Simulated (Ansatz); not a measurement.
# C₂H₇ClO₂Zr: a ladder of functionals and wavefunction methods

An exercise on one series of results from a longer session: the logs are not shown, and one member is left open.

Program: Ansatz 0.2.0, Gaussian basis. Level of theory: functionals in def2-TZVPP, the program's frozen cores in correlated methods. These are calculated values, not measurements.

The runs, in order: PBE-D4, r2SCAN-D4, PBE0-D4, B3LYP-D4, ωB97X-V, ωB97M-V, B2PLYP; CCSD(T)/def2-TZVPP; MP2/def2-QZVPP; extrapolation to the limit.

## Structure used throughout

An earlier PBE0-D4 in a triple-zeta def2 set relaxation fixed the geometry. Zr takes the def2 core potential; no spin-orbit term is included.

13 atoms, charge 0, spin multiplicity 1.

Atoms are counted from 1 here; the program's logs count them from 0.

Bond lengths: C1–O2 1.392 Å, C1–H7 1.094 Å, C1–H8 1.095 Å, C1–H9 1.094 Å, O2–Zr3 1.897 Å, Zr3–C4 2.217 Å, Zr3–O5 1.912 Å, Zr3–Cl6 2.378 Å, C4–H10 1.096 Å, C4–H11 1.096 Å, C4–H12 1.095 Å, O5–H13 0.953 Å. Angles: O2–C1–H7 110.1°, O2–C1–H8 110.6°, O2–C1–H9 110.3°, H7–C1–H8 108.6°, H7–C1–H9 108.5°, H8–C1–H9 108.7°, C1–O2–Zr3 173.7°, O2–Zr3–C4 104.5°, O2–Zr3–O5 113.2°, O2–Zr3–Cl6 111.6°, C4–Zr3–O5 105.7°, C4–Zr3–Cl6 107.7°, O5–Zr3–Cl6 113.5°, Zr3–C4–H10 110.6°, Zr3–C4–H11 110.7°, Zr3–C4–H12 111.8°, H10–C4–H11 107.9°, H10–C4–H12 107.8° and more.

The first run:

in.yaml

```yaml
crystal:
  periodic: [false, false, false]
  atoms:
    - {symbol: C, position_ang: [1.152402, -0.490735, -2.170231]}
    - {symbol: O, position_ang: [0.317763, -0.302713, -1.072717]}
    - {symbol: Zr, position_ang: [-0.942734, 0.066101, 0.295835]}
    - {symbol: C, position_ang: [0.206020, -0.149943, 2.179621]}
    - {symbol: O, position_ang: [-1.567743, 1.873272, 0.275879]}
    - {symbol: Cl, position_ang: [-2.694465, -1.542040, 0.330774]}
    - {symbol: H, position_ang: [2.165339, -0.733176, -1.834757]}
    - {symbol: H, position_ang: [1.195614, 0.416245, -2.781643]}
    - {symbol: H, position_ang: [0.784858, -1.313883, -2.790670]}
    - {symbol: H, position_ang: [-0.436408, 0.040907, 3.047022]}
    - {symbol: H, position_ang: [0.607335, -1.165429, 2.273970]}
    - {symbol: H, position_ang: [1.047511, 0.549859, 2.225643]}
    - {symbol: H, position_ang: [-1.835471, 2.751545, 0.021254]}
basis:
  gaussian: {orbitals: def2-TZVPP}
hamiltonian: {xc: pbe, dispersion: d4}
output: {forces: true, orbitals: {seedname: orbitals}}
```

Started as:

```console
> ansatz run in.yaml --threads 2 --pin off --events-out ev --progress --plain --max-ram 22528MiB --backend cuda --devices 0, --max-vram 18GiB
```

Steps of the session up to this table: PBE-D4 (GGA); r2SCAN-D4 (meta-GGA); PBE0-D4 (hybrid); B3LYP-D4 (hybrid); ωB97X-V (range-separated); ωB97M-V (range-separated); B2PLYP (double hybrid).

One of the session's tables, all rows but one given; the rest of the session is left out.

```
functional  HOMO (eV)  gap (eV)
    PBE-D4      -6.18      4.58
 r2SCAN-D4      -6.46      5.08
   PBE0-D4      -7.52      6.81
  B3LYP-D4      -7.28      6.34
   ωB97X-V      -9.95     11.21
   ωB97M-V          ?         ?
```

**Question.** Estimate the row for ωB97M-V.

The run gave: HOMO (eV): -9.81; gap (eV): 10.52. In the column «HOMO (eV)» it lies between ωB97X-V (-9.95) and PBE0-D4 (-7.52).
